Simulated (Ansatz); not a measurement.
**Selenium, simple cubic under BLYP: structure, energy and stiffness**

The plan for selenium in the simple cubic structure: relax it, solve it on a dense k-mesh, then scale the cell to 7 volumes from 88 to 112 % of the relaxed one and try a fit of the equation of state. Spin polarisation is left out. The k-meshes are 11×11×11 for the relaxation; 18×18×18 for the dense run; 12×12×12 for the volumes.

Computed with Ansatz 0.2.0 (DFT BLYP, plane waves (420 eV) with PAW, scalar-relativistic; PAW files made under PBE, frozen cores solved again for the functional, unless a step says otherwise).

### Step 1. The structure to begin with

It takes space group Pm-3m (No. 221, cubic). The conventional cell has a = 2.866 Å, b = 2.866 Å, c = 2.866 Å, α = 90.00°, β = 90.00°, γ = 90.00°. Se (site symmetry m-3m) has 6 Se at 2.87 Å as nearest neighbours.

As a file:

```cif
data_structure
_symmetry_space_group_name_H-M 'P 1'
_symmetry_Int_Tables_number 1
_cell_length_a 2.8665
_cell_length_b 2.8665
_cell_length_c 2.8665
_cell_angle_alpha 90.000
_cell_angle_beta 90.000
_cell_angle_gamma 90.000
_cell_volume 23.55
loop_
_atom_site_label
_atom_site_type_symbol
_atom_site_fract_x
_atom_site_fract_y
_atom_site_fract_z
_atom_site_occupancy
Se1 Se 0.00000 0.00000 0.00000 1
```

### Step 2. Relaxing cell and atoms

Contents of input.yaml:

```yaml
crystal:
  lattice:
    - [2.8664900032, 0.0, 0.0]
    - [0.0, 2.8664900032, 0.0]
    - [0.0, 0.0, 2.8664900032]
  atoms:
    - { symbol: Se, position: [0.0, 0.0, 0.0] }
hamiltonian:
  xc: blyp
  pseudopotentials:
    kind: paw
    azcp:
      Se: "pseudopotentials/Se.paw.azcp"
basis:
  ecutwfc: 420
  fft_grid_basis: typed
kpoints:
  mp_grid: { grid: [11, 11, 11], shift: [0, 0, 0] }
magnetization:
  spin_polarized: false
scf:
  occupations: { method: fermi_dirac, width: 0.1 }
relax:
  max_steps: 60
  f_tol: 0.01
  cell: {}
```

Further steps of the session: Single point on a dense mesh; At 88 % of the relaxed volume; At 92 % of the relaxed volume; At 96 % of the relaxed volume; At 100 % of the relaxed volume; At 104 % of the relaxed volume; At 108 % of the relaxed volume; At 112 % of the relaxed volume.

What does the calculation give? Wanted: space group; conventional cell; volume; shortest distance; gap on the mesh; relative to trigonal; V₀, B₀, B₀′.

**Answer**, as computed:

```
                            quantity                         value
      space group (spins left aside)               Pm-3m (No. 221)
                   conventional cell                   a = 2.909 Å
                              volume                24.608 Å³/atom
                   shortest distance                       2.909 Å
                     gap on the mesh  none (levels filled in part)
relative to trigonal (grey) selenium                 +303 meV/atom
                         V₀, B₀, B₀′   24.596 Å³/atom, 57 GPa, 4.7
```

**Reading.** From the guessed start the volume grew by 4.5 % in 5 steps. Against the reference form of selenium (trigonal (grey) selenium, computed apart with the same settings) it stands 303 meV/atom higher. Levels at the Fermi energy are filled in part, as in a metal. The fitted modulus is 57 GPa. Relaxation kept the symmetry; phonons were not checked.
